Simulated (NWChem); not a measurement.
**quartet CaCl: levels of theory compared**

Aim: a comparison of 3 runs (UHF/STO-3G, UHF/3-21G, UB3LYP/6-31G*) of quartet CaCl. 

Program for the calculation: NWChem 7.3.0.

9 further runs of the same task are left out: 8 that didn't finish, 1 set aside as unsound or not needed.

## Step 1: The molecule

CaCl has 2 atoms, charge 0, and is taken as a quartet. SMILES of the parent species: `[Cl][Ca]`. The coordinates come from a PBE0-D4/def2-TZVP relaxation. That shape belongs to the parent species and isn't relaxed for this state.

Bond lengths: Cl1–Ca2 2.430 Å.

## Step 2: A single-point energy at UHF/STO-3G (run 1)

The input, work.nw:

```
start work
title "CaCl"
memory stack 880 mb heap 220 mb global 1100 mb

geometry units angstroms noautosym nocenter noautoz
 Cl     0.000000     0.000000    -0.032760
 Ca     0.000000     0.000000     2.397140
end

basis spherical bse
 Cl library STO-3G
 Ca library STO-3G
end

scf
 quartet
 uhf
 thresh 1e-08
 maxiter 80
end

task scf energy
```

Command:

```sh
$ nwchem work.nw > work.out
```

Log:

```text
[...]
  functions       =    22
[...]
  wavefunction    = UHF
[...]
         Total SCF energy =  -1124.401816771943
      One electron energy =  -1697.089269520573
      Two electron energy =    498.643144480843
 Nuclear repulsion energy =     74.044308267788
                       Sz =      1.5000
                 Sz(Sz+1) =      3.7500
                      S^2 =      3.7505
[...]
```

Wall time 1.3 s (1 thread of Intel Xeon Platinum 8223CL at 3.00GHz (Skylake/Cascade Lake), shared host); peak memory 0.099 GiB.

## Step 3: The energy at UHF/3-21G (run 2)

The input, job.nw:

```
start job
title "CaCl energy"
memory total 2200 mb
geometry units angstroms noautosym nocenter noautoz
 Cl    0.000000    0.000000   -0.032760
 Ca    0.000000    0.000000    2.397140
end
basis spherical bse
 Cl library 3-21G
 Ca library 3-21G
end
scf
 nopen 3
 uhf
 thresh 1e-08
 maxiter 80
 print medium
end
task scf energy
```

Command:

```sh
$ nwchem job.nw > job.out
```

Log:

```text
[...]
  functions       =    30
[...]
  wavefunction    = UHF
[...]
         Total SCF energy =  -1130.590975650087
      One electron energy =  -1700.638256827507
      Two electron energy =    496.002972909633
 Nuclear repulsion energy =     74.044308267788
                       Sz =      1.5000
                 Sz(Sz+1) =      3.7500
                      S^2 =      3.7505
[...]
```

Run time: 2.4 s. Hardware: 1 thread of Intel Xeon Platinum 8223CL at 3.00GHz (Skylake/Cascade Lake), shared host; peak memory 0.1 GiB.

## Step 4: A single-point energy at UB3LYP/6-31G(d) (Cartesian functions) (run 3)

The input, run.py:

```python
from ase import Atoms
from ase.calculators.nwchem import NWChem

atoms = Atoms(['Cl', 'Ca'], positions=[
    [-0.000000, 0.000000, -0.032760],
    [0.000000, -0.000000, 2.397140],
])

calc = NWChem(
    label='geom',
    theory='dft',
    memory='2200 mb',
    basis='6-31G*',
    dft={'xc': 'b3lyp', 'mult': '4', 'grid': 'xfine', 'convergence': 'energy 1e-08', 'iterations': '100', 'mulliken': None},
    task='energy',
)
atoms.calc = calc

print(f"energy = {atoms.get_potential_energy():.6f} eV")
```

Command:

```sh
$ export ASE_NWCHEM_COMMAND="nwchem PREFIX.nwi > PREFIX.nwo"
$ python run.py
```

Log:

```text
energy = -30954.702721 eV
```

The calculator wrote geom.nwi:

```
title "geom"

permanent_dir geom

scratch_dir geom

start geom

geometry units angstrom nocenter noautosym noautoz
  Cl -0.0000000000000000e+00 0.0000000000000000e+00 -3.2759999999999997e-02
  Ca 0.0000000000000000e+00 -0.0000000000000000e+00 2.3971399999999998e+00
end

memory 2200 mb

basis noprint
   * library 6-31G*
end

dft
  xc b3lyp
  mult 4
  grid xfine
  convergence energy 1e-08
  iterations 100
  mulliken
end

task dft energy
```

geom.nwo:

```text
Northwest Computational Chemistry Package (NWChem) 7.3.0
             --------------------------------------------------------

           Job information
           ---------------

    nwchem branch   = 7.3.0
    use scalapack   = T
    input           = geom.nwi
    prefix          = geom.
    data base       = geom/geom.db
    status          = startup
    nproc           =        1

           Memory information
           ------------------

    heap     =     72089596 doubles =      550.0 Mbytes
    stack    =     72089601 doubles =      550.0 Mbytes
    global   =    144179200 doubles =     1100.0 Mbytes (distinct from heap & stack)
    total    =    288358397 doubles =     2200.0 Mbytes
    verify   = yes
    hardfail = no

           Directory information
           ---------------------

  0 permanent = geom
  0 scratch   = geom

                                NWChem Input Module
                                -------------------

                                       geom
                                       ----

[... 21 lines left out ...]
            Nuclear Dipole moment (a.u.)
[... 38 lines left out ...]
  convergence criterion.
[... 16 lines left out ...]
          Convergence on density requested:  1.00D-05
[... 22 lines left out ...]
          Spatial weights used:  Erf1
[... 3 lines left out ...]
          Convergence aids based upon iterative change in
[... 83 lines left out ...]
         Total DFT energy =    -1137.564352408856
[... 1 line left out ...]
           Coulomb energy =      560.051432497270
[... 1 line left out ...]
 Nuclear repulsion energy =       74.044308267788
[... 318 lines left out ...]
                     DFT Final Beta Molecular Orbital Analysis
[... 368 lines left out ...]
   alpha     31     32     33     34     35     36     37     38     39     40
    beta     31     32     35     33     34     36     38     37     40     39
 overlap   0.997  0.999  0.998  1.000  0.999  0.998  0.991  1.000  1.000  1.000

   alpha     41     42
    beta     41     42
 overlap   0.994  1.000

     --------------------------
     Expectation value of S2:
     --------------------------
      <S2> =      3.7519 (Exact =     3.7500)

 center of mass
 --------------
 x =   0.00000000 y =   0.00000000 z =   2.38702491

 moments of inertia (a.u.)
 ------------------
         393.228849249621           0.000000000000           0.000000000000
           0.000000000000         393.228849249621           0.000000000000
           0.000000000000           0.000000000000           0.000000000000

     Multipole analysis of the density
     ---------------------------------

     L   x y z        total         alpha         beta         nuclear
     -   - - -        -----         -----         ----         -------
     0   0 0 0     -0.000000    -20.000000    -17.000000     37.000000

     1   1 0 0     -0.000000     -0.000000      0.000000      0.000000
[... 8 lines of this table left out ...]
     2   0 0 2    -33.577172   -251.974336   -192.074710    410.471875

 Task  times  cpu:       10.6s     wall:       10.6s
 Total times  cpu:       10.7s     wall:       10.7s
```

It took 12 s on 1 thread of Intel Xeon Platinum 8223CL at 3.00GHz (Skylake/Cascade Lake), shared host; peak memory 0.12 GiB.

## Step 5: Overview of the runs

```
run                                level  Cartesian functions  iteration cap   energy (Eh)  dipole moment (D)  HOMO energy (eV)  LUMO energy (eV)  wall time
  1                           UHF/STO-3G                   no             80  -1124.401817               2.60             -1.21             -0.47      1.3 s
  2                            UHF/3-21G                   no             80  -1130.590976               2.48             -4.08             -3.57      2.4 s
  3  UB3LYP/6-31G* (Cartesian functions)                  yes            100  -1137.564352               2.87             -2.41                 –       12 s
```

## Step 6: Outcome

| quantity | value |
| --- | --- |
| run 3: total energy | -1137.56435 Eh |
| run 3: dipole moment | 2.87 D |
| run 3: HOMO energy (highest over α and β) | -2.41 eV |
| run 3: ⟨S²⟩ | 3.752 |

What this shows: The dipole moment (its size) runs from 2.48 D (UHF/3-21G) to 2.87 D (UB3LYP/6-31G*). The two ends differ in method and basis. In run 1 the basis is minimal, so the values are rough. All runs together took 16 s, the longest 12 s.
